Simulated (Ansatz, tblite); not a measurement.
# (H2Ga-mu-H)3 (Ga3H9): one state, many levels

An exercise on one series of results from a longer session: the logs are not shown, and one member is left open.

Program: Ansatz 0.2.0, Gaussian basis. Level of theory: as each input shows. These are calculated values, not measurements.

Plan: GFN1-xTB, GFN2-xTB, PBE-D4/def2-TZVP, r2SCAN-D4/def2-TZVP, r2SCANh-D4/def2-TZVP, HF/def2-TZVP, HSE06-D4/def2-TZVP, BLYP-D4/def2-TZVP, BHLYP-D4/def2-TZVP, revPBE-D4/def2-TZVP, B97M-V/def2-TZVP, PBE-D4/def2-SVP, PBE0-D4/def2-SVP, HF/STO-3G, PBE0-D4/def2-TZVPD, PBE-D4/def2-TZVPD, r2SCAN-D4/def2-TZVPD, CCSD(T)/def2-SVP, MP2/def2-TZVP, RPA/def2-TZVP.

## The geometry

The geometry is that of the singlet, from an earlier relaxation (PBE-D4/def2-SVP).

12 atoms, charge 0, spin multiplicity 1.

Bond lengths: Ga1–H2 1.568 Å, Ga1–H3 1.567 Å, Ga1–H4 1.726 Å, Ga1–H12 1.721 Å, H4–Ga5 1.726 Å, Ga5–H6 1.568 Å, Ga5–H7 1.568 Å, Ga5–H8 1.726 Å, H8–Ga9 1.726 Å, Ga9–H10 1.568 Å, Ga9–H11 1.567 Å, Ga9–H12 1.721 Å. Angles: H2–Ga1–H3 131.6°, H2–Ga1–H4 102.1°, H2–Ga1–H12 104.0°, H3–Ga1–H4 108.5°, H3–Ga1–H12 106.0°, H4–Ga1–H12 100.6°, Ga1–H4–Ga5 127.5°, H4–Ga5–H6 102.7°, H4–Ga5–H7 107.8°, H4–Ga5–H8 100.0°, H6–Ga5–H7 131.6°, H6–Ga5–H8 107.9°, H7–Ga5–H8 102.8°, Ga5–H8–Ga9 127.6°, H8–Ga9–H10 102.2°, H8–Ga9–H11 108.5°, H8–Ga9–H12 100.6°, H10–Ga9–H11 131.6° and more.

PBE0-D4/def2-TZVP was run before; its log isn't repeated, and its numbers join the tables.

The first run:

Tight binding, by tblite at 300 K electronic temperature and without a spin-polarisation term:

```python
tblite.interface.Calculator('GFN1-xTB', numbers, positions, charge=0, uhf=0).singlepoint()
```

Tight binding, by tblite at 300 K electronic temperature and without a spin-polarisation term:

```python
tblite.interface.Calculator('GFN2-xTB', numbers, positions, charge=0, uhf=0).singlepoint()
```

start.molden holds the orbitals of an earlier run on this state, given as this run's starting guess.

in.yaml

```yaml
crystal:
  periodic: [false, false, false]
  atoms:
    - {symbol: Ga, position_ang: [-0.507687, 1.664149, -0.433916]}
    - {symbol: H, position_ang: [0.254350, 3.007518, -0.161763]}
    - {symbol: H, position_ang: [-1.847515, 1.362514, -1.189515]}
    - {symbol: H, position_ang: [0.734315, 0.671616, -1.104519]}
    - {symbol: Ga, position_ang: [0.746766, -1.049067, -1.237757]}
    - {symbol: H, position_ang: [2.246912, -1.406662, -0.954513]}
    - {symbol: H, position_ang: [-0.214210, -1.446588, -2.411213]}
    - {symbol: H, position_ang: [-0.170046, -1.464668, 0.164041]}
    - {symbol: Ga, position_ang: [-0.236499, -0.619667, 1.667160]}
    - {symbol: H, position_ang: [-1.554529, -1.181727, 2.304309]}
    - {symbol: H, position_ang: [1.220336, -0.492560, 2.231528]}
    - {symbol: H, position_ang: [-0.672192, 0.955141, 1.126148]}
basis:
  gaussian: {orbitals: def2-TZVP, initial_orbitals: start.molden}
hamiltonian: {xc: pbe, dispersion: d4}
scf: {omitted_lower_state_checks: [starts]}
output: {orbitals: {seedname: orbitals}}
```

Launch:

```console
> ansatz run in.yaml --threads 2 --pin off --events-out ev --progress --plain --max-ram 4352MiB
```

Among the steps run: PBE-D4/def2-TZVP; r2SCAN-D4/def2-TZVP; r2SCANh-D4/def2-TZVP; HF/def2-TZVP; HSE06-D4/def2-TZVP; BLYP-D4/def2-TZVP; BHLYP-D4/def2-TZVP; revPBE-D4/def2-TZVP; B97M-V/def2-TZVP; PBE-D4/def2-SVP; PBE0-D4/def2-SVP; HF/STO-3G; PBE0-D4/def2-TZVPD; PBE-D4/def2-TZVPD; r2SCAN-D4/def2-TZVPD; CCSD(T)/def2-SVP; MP2/def2-TZVP; RPA/def2-TZVP.

One of the session's tables, all rows but one given; the rest of the session is left out.

```
               level  HOMO (eV)  LUMO (eV)  gap (eV)
           HF/STO-3G      -7.57       5.75     13.32
        HF/def2-TZVP     -11.86       1.95     13.81
     PBE-D4/def2-SVP          ?          ?         ?
    PBE-D4/def2-TZVP      -7.54      -1.82      5.72
   PBE-D4/def2-TZVPD      -7.54      -1.86      5.67
 revPBE-D4/def2-TZVP      -7.51      -1.72      5.79
   BLYP-D4/def2-TZVP      -7.44      -1.73      5.71
 r2SCAN-D4/def2-TZVP      -7.87      -1.55      6.32
r2SCAN-D4/def2-TZVPD      -7.86      -1.56      6.30
    B97M-V/def2-TZVP      -7.95      -1.65      6.30
r2SCANh-D4/def2-TZVP      -8.32      -1.26      7.06
    PBE0-D4/def2-SVP      -8.76      -0.92      7.84
   PBE0-D4/def2-TZVP      -8.78      -1.00      7.78
  PBE0-D4/def2-TZVPD      -8.77      -1.07      7.70
  HSE06-D4/def2-TZVP      -8.38      -1.36      7.02
  BHLYP-D4/def2-TZVP      -9.96      -0.16      9.80
```

Q: Estimate the row for PBE-D4/def2-SVP from the others.

As computed: HOMO (eV): -7.50; LUMO (eV): -1.75; gap (eV): 5.75. In the column «HOMO (eV)» it lies between revPBE-D4/def2-TZVP (-7.51) and BLYP-D4/def2-TZVP (-7.44).
